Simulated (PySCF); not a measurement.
# C₆H₁₃FO: magnetic properties

Aim: compute the magnetic properties of C₆H₁₃FO (`CC[C@H](F)CCCO`).

Computed with PySCF 2.14.0 and routines of our own; the level stands in each step. Atoms count from 0.

### 1 The system as given

21 atoms, charge 0, multiplicity 1; geometry from: GFN2-xTB.

### 2 Magnetic properties: GIAO PBE0/pcSseg-1

What the job is given:

```
{"job": {"kind": "mag", "xc": "PBE0", "basis": "pcSseg-1", "isotopologues": 2}, "charge": 0, "multiplicity": 1}
C     -3.374787     0.416685     0.107429
C     -2.125734    -0.399108     0.421402
C     -0.858202     0.296823    -0.069103
F     -0.925077     0.412937    -1.448731
C      0.417062    -0.462213     0.290452
C      1.670296     0.284349    -0.160162
C      2.942322    -0.492442     0.180952
O      4.108436     0.136486    -0.290913
H     -3.348533     1.372702     0.625829
H     -3.437776     0.606123    -0.961133
H     -4.266697    -0.121074     0.417925
H     -2.193169    -1.374622    -0.063955
H     -2.039263    -0.556022     1.497711
H     -0.814270     1.328423     0.306664
H      0.440758    -0.611949     1.371298
H      0.385080    -1.442144    -0.189744
H      1.704990     1.265364     0.324344
H      1.630626     0.442989    -1.239173
H      3.002319    -0.645526     1.269770
H      2.926504    -1.471468    -0.303155
H      4.146194     1.030631     0.066524
```

Level: GIAO PBE0/pcSseg-1 magnetisability, rotational g tensor and spin-rotation constants, non-relativistic, gas phase.

Launch:

```bash
> OMP_NUM_THREADS=1 python excited_run.py task.json out
```

The driver reads the jobs from task.json and runs them one after another.

What it wrote:

```text
coarse grid: 16752 points
cycle   1  E = -410.8374233802  dE =  7.354e-01  |g| = 7.827e-01  |ddm| = 3.790e+00
cycle   2  E = -410.7617644979  dE =  7.566e-02  |g| = 1.054e+00  |ddm| = 1.442e+00
cycle   3  E = -410.9524324740  dE = -1.907e-01  |g| = 9.062e-02  |ddm| = 8.970e-01
cycle   4  E = -410.9538674142  dE = -1.435e-03  |g| = 3.679e-02  |ddm| = 9.143e-02
cycle   5  E = -410.9541795346  dE = -3.121e-04  |g| = 4.943e-03  |ddm| = 3.322e-02
cycle   6  E = -410.9541835848  dE = -4.050e-06  |g| = 1.905e-03  |ddm| = 4.361e-03
final grid: 159896 points
cycle   7  E = -411.0214661216  dE = -6.387e-05  |g| = 1.109e-02  |ddm| = 3.323e-02
cycle   8  E = -411.0214489402  dE =  1.718e-05  |g| = 1.487e-02  |ddm| = 1.946e-02
cycle   9  E = -411.0214932231  dE = -4.428e-05  |g| = 1.382e-03  |ddm| = 1.085e-02
cycle  10  E = -411.0214935670  dE = -3.440e-07  |g| = 2.136e-04  |ddm| = 1.182e-03
cycle  11  E = -411.0214935754  dE = -8.432e-09  |g| = 3.903e-05  |ddm| = 1.820e-04
cycle  12  E = -411.0214935757  dE = -2.794e-10  |g| = 1.719e-05  |ddm| = 4.416e-05
converged SCF energy = -411.0214935757

Magnetisability tensor (1e-30 J/T^2)
    -1443.62      -15.39       16.52
      -15.39    -1354.10       16.41
       16.52       16.41    -1403.61
isotropic -1400.44   principal values   -1453.66  -1399.63  -1348.04
isotropic susceptibility -84.337 1e-6 cm^3/mol

Inertial axes            a          b          c
rot. const./GHz      6.3842     0.6924     0.6552
chi total           -86.855    -84.742    -81.413
chi diamagnetic    -304.320  -1860.839  -1951.216
chi paramagnetic    217.465   1776.098   1869.803
quadrupole/D A       -8.594      0.243      8.351
g nuclear            0.6476     0.5748     0.5703
g electronic        -0.6522    -0.5777    -0.5755
g total             -0.0046    -0.0029    -0.0052

Spin-rotation constants (kHz, H = +C I.J)
atom  isotope        aa         bb         cc
  3    19F        3.798      0.452      0.090
  8     1H       -0.678     -0.081      0.013
  9     1H       -0.666      0.009     -0.064
 10     1H       -0.150     -0.053     -0.065
 11     1H       -0.708     -0.081      0.024
 12     1H       -0.713      0.009     -0.066
 13     1H       -0.589     -0.079      0.040
 14     1H       -0.703      0.009     -0.070
 15     1H       -0.693     -0.086      0.023
 16     1H       -0.660     -0.087      0.019
 17     1H       -0.656      0.019     -0.066
 18     1H       -0.659      0.023     -0.050
 19     1H       -0.674     -0.074      0.041
 20     1H       -0.837     -0.091      0.004
  0    13C*       0.829      0.099      0.084
  1    13C*       1.024      0.113      0.115
  2    13C*       1.801      0.162      0.180
  4    13C*       1.018      0.118      0.119
  5    13C*       0.992      0.127      0.114
  6    13C*       1.212      0.150      0.161
  7    17O*      -0.574     -0.075     -0.039
* in the singly substituted isotopologue

Isotopologues: g along a, b, c
2H    at 8,9,10,11,12,1    -0.0039    -0.0026    -0.0046
13C   at 0                 -0.0046    -0.0029    -0.0052
```

Wall time 39 s (1 thread of Arm Neoverse V1, shared host); peak memory 0.88 GiB.

In short:

| quantity | value |
| --- | --- |
| magnetisability | -1400·10⁻³⁰ J/T² |
| molar susceptibility | -84.3·10⁻⁶ cm³/mol |
| rotational g (a, b, c) | -0.0046, -0.0029, -0.0052 |

### 3 Magnetic properties: common gauge origin HSE06/MINI

Settings changed since step 2:

```diff
@@ -1,2 +1,2 @@
-{"job": {"kind": "mag", "xc": "PBE0", "basis": "pcSseg-1", "isotopologues": 2}, "charge": 0, "multiplicity": 1}
+{"job": {"kind": "mag", "xc": "HSE06", "basis": "MINI", "scf": {"conv": 1e-07}, "gauge": [0, 0, 0]}, "charge": 0, "multiplicity": 1}
 C     -3.374787     0.416685     0.107429
```

With the program's defaults for keys left out, this is: common gauge origin HSE06/MINI magnetisability, rotational g tensor and spin-rotation constants, non-relativistic, gas phase.

What it wrote:

```text
final grid: 159896 points
cycle   1  E = -407.8511677989  dE =  1.105e+00  |g| = 5.219e-01  |ddm| = 6.356e+00
cycle   2  E = -407.8568373008  dE = -5.670e-03  |g| = 5.463e-01  |ddm| = 1.773e+00
cycle   3  E = -407.9510627168  dE = -9.423e-02  |g| = 3.840e-02  |ddm| = 9.096e-01
cycle   4  E = -407.9515199832  dE = -4.573e-04  |g| = 1.442e-02  |ddm| = 9.627e-02
cycle   5  E = -407.9515892140  dE = -6.923e-05  |g| = 1.935e-03  |ddm| = 2.787e-02
cycle   6  E = -407.9515905284  dE = -1.314e-06  |g| = 3.440e-04  |ddm| = 4.181e-03
cycle   7  E = -407.9515905707  dE = -4.231e-08  |g| = 6.694e-05  |ddm| = 7.769e-04
converged SCF energy = -407.9515905707

Magnetisability tensor (1e-30 J/T^2)
    -4647.67     -847.77      130.37
     -847.77   -26192.74    -1259.01
      130.37    -1259.01   -24424.67
isotropic -18421.69   principal values  -26868.73 -23783.63  -4612.73
isotropic susceptibility -1109.380 1e-6 cm^3/mol

Inertial axes            a          b          c
rot. const./GHz      6.3842     0.6924     0.6552
chi total          -277.860  -1432.256  -1618.025
chi diamagnetic    -316.917  -1873.854  -1963.971
chi paramagnetic     39.057    441.598    345.946
quadrupole/D A       -8.920      0.627      8.293
g nuclear            0.6476     0.5748     0.5703
g electronic        -0.1171    -0.1436    -0.1065
g total              0.5304     0.4312     0.4638

Spin-rotation constants (kHz, H = +C I.J)
atom  isotope        aa         bb         cc
  3    19F        2.443      0.053     -0.135
  8     1H       -0.603      0.062      0.026
  9     1H       -1.988      0.142      0.008
 10     1H       -0.763      0.768      0.731
 11     1H       -1.282     -0.227     -0.241
 12     1H        0.093     -0.309     -0.218
 13     1H       -2.075     -0.501     -0.547
 14     1H       -0.297     -0.528     -0.449
 15     1H       -1.226     -0.537     -0.573
 16     1H       -0.986     -0.514     -0.539
 17     1H       -1.525     -0.584     -0.647
 18     1H       -0.356     -0.216     -0.218
 19     1H       -0.843     -0.307     -0.292
 20     1H       -0.657      0.050      0.073
  0    13C*       0.662      0.173      0.142
  1    13C*       0.705      0.022      0.005
  2    13C*       0.490     -0.040     -0.102
  4    13C*       0.663     -0.074     -0.094
  5    13C*       0.704     -0.065     -0.098
  6    13C*       0.953     -0.006     -0.025
  7    17O*      -1.734     -0.448     -0.007
* in the singly substituted isotopologue
```

Run time: 7.1 s. Hardware: 1 thread of Arm Neoverse V1, shared host; peak memory 0.51 GiB.

A normal end doesn't make this result sound: a common gauge origin replaces GIAOs, so the magnetic properties depend on where the origin lies; the basis MINI is minimal.

### 4 Magnetic properties: SCAN/pcSseg-0

Settings changed since step 3:

```diff
@@ -1,2 +1,2 @@
-{"job": {"kind": "mag", "xc": "HSE06", "basis": "MINI", "scf": {"conv": 1e-07}, "gauge": [0, 0, 0]}, "charge": 0, "multiplicity": 1}
+{"job": {"kind": "mag", "xc": "SCAN", "basis": "pcSseg-0", "scf": {"max_cycle": 73}}, "charge": 0, "multiplicity": 1}
 C     -3.374787     0.416685     0.107429
```

Method: SCAN/pcSseg-0.

What it wrote:

```text
NotImplementedError: meta-GGA with London orbitals
```

It took 13 s on 1 thread of Arm Neoverse V1, shared host; peak memory 0.51 GiB.

Diagnosis: This response code has no terms for the kinetic-energy density, so it refuses meta-GGA functionals here. Cure: take a GGA or a hybrid, or another code.

### 5 Results

| quantity | value |
| --- | --- |
| magnetisability (step 2, GIAO PBE0/pcSseg-1) | -1400·10⁻³⁰ J/T² |
| molar susceptibility (step 2, GIAO PBE0/pcSseg-1) | -84.3·10⁻⁶ cm³/mol |
| rotational g (a, b, c) (step 2, GIAO PBE0/pcSseg-1) | -0.0046, -0.0029, -0.0052 |
| runs | 1 failed, 1 ended on unsound input |

In words: The values above hold for this geometry and these levels alone. Vibrational averaging and real surroundings are missing from these values.
